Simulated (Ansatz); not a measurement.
**CH₃InS: up Jacob's ladder to CCSD(T)**

The task here is to estimate one member of a computed series from the others.

Computed with Ansatz 0.2.0, Gaussian basis. Level: functionals in def2-TZVPP, the program's frozen cores in correlated methods.

Plan: LDA (SPW92), PBE-D4, revPBE-D4, BLYP-D4, r2SCAN-D4, B97M-V, PBE0-D4, B3LYP-D4, r2SCANh-D4, r2SCAN0-D4, HSE06-D4, BHLYP-D4, CAM-B3LYP-D4, LC-ωPBE, ωB97X-V, ωB97M-V, B2PLYP, PBE-QIDH; CCSD(T)/def2-SVP; CCSD(T)/def2-TZVPP; MP2/def2-QZVPP; extrapolation to the limit; RPA on PBE.

## The geometry

An earlier PBE0-D4 in a triple-zeta def2 set relaxation fixed the geometry. In takes the def2 core potential; no spin-orbit term is included.

6 atoms, charge 0, spin multiplicity 1.

Atoms are counted from 1 here; the program's logs count them from 0.

Bond lengths: C1–S2 1.858 Å, C1–In3 2.099 Å, C1–H4 1.086 Å, C1–H5 1.086 Å, S2–In3 2.393 Å, In3–H6 1.669 Å. Angles: S2–C1–In3 74.1°, S2–C1–H4 114.5°, S2–C1–H5 114.5°, In3–C1–H4 117.9°, In3–C1–H5 117.9°, H4–C1–H5 112.6°, C1–S2–In3 57.6°, C1–In3–S2 48.3°, C1–In3–H6 177.0°, S2–In3–H6 134.7°.

Set-up of the first run:

in.yaml

```yaml
crystal:
  periodic: [false, false, false]
  atoms:
    - {symbol: C, position_ang: [-0.227305, -0.729690, -0.493598]}
    - {symbol: S, position_ang: [-1.321046, 0.764429, -0.644271]}
    - {symbol: In, position_ang: [0.606334, 0.722606, 0.772629]}
    - {symbol: H, position_ang: [0.313506, -0.984970, -1.399891]}
    - {symbol: H, position_ang: [-0.702961, -1.591431, -0.035169]}
    - {symbol: H, position_ang: [1.331482, 1.819057, 1.800299]}
basis:
  gaussian: {orbitals: def2-TZVPP}
hamiltonian: {xc: lda}
output: {orbitals: {seedname: orbitals}}
```

On the command line:

```bash
ansatz run in.yaml --threads 2 --pin off --events-out ev --progress --plain --max-ram 4352MiB
```

Among the steps run: LDA; PBE-D4 (GGA); revPBE-D4 (GGA); BLYP-D4 (GGA); r2SCAN-D4 (meta-GGA); B97M-V (meta-GGA); B3LYP-D4 (hybrid); r2SCANh-D4 (hybrid); r2SCAN0-D4 (hybrid); HSE06-D4 (hybrid); BHLYP-D4 (hybrid); CAM-B3LYP-D4 (range-separated); LC-ωPBE (range-separated); ωB97X-V (range-separated); ωB97M-V (range-separated); B2PLYP (double hybrid); PBE-QIDH (double hybrid).

One table of the session follows, with a row left open; its other results are not shown here.

It belongs to the step «Orbital energies across the functionals». 

```
  functional  HOMO (eV)  LUMO (eV)  gap (eV)
 LDA (SPW92)      -5.38      -2.61      2.76
      PBE-D4      -5.19      -2.35      2.84
   revPBE-D4      -5.12      -2.24      2.88
     BLYP-D4      -5.04      -2.31      2.73
   r2SCAN-D4      -5.37      -2.11      3.26
      B97M-V      -5.35      -2.36      2.99
     PBE0-D4      -6.13      -1.67      4.46
    B3LYP-D4      -5.95      -1.93      4.02
  r2SCANh-D4      -5.73      -1.87      3.86
  r2SCAN0-D4          ?          ?         ?
    HSE06-D4      -5.74      -2.02      3.72
    BHLYP-D4      -6.96      -1.04      5.92
CAM-B3LYP-D4      -7.32      -0.88      6.44
     LC-ωPBE      -8.53       0.19      8.72
     ωB97X-V      -8.23       0.07      8.30
     ωB97M-V      -8.12      -0.18      7.94
```

**Question.** Estimate the row for r2SCAN0-D4.

Worked estimate for «HOMO (eV)». Against the share of exact exchange, r2SCAN-D4 (0, -5.37), r2SCANh-D4 (0.1, -5.73) give a slope of -3.60 per unit share; at 0.25 the line stands at -6.27.

The run gave: HOMO (eV): -6.26; LUMO (eV): -1.52; gap (eV): 4.75. In «HOMO (eV)» the line misses by -0.01.
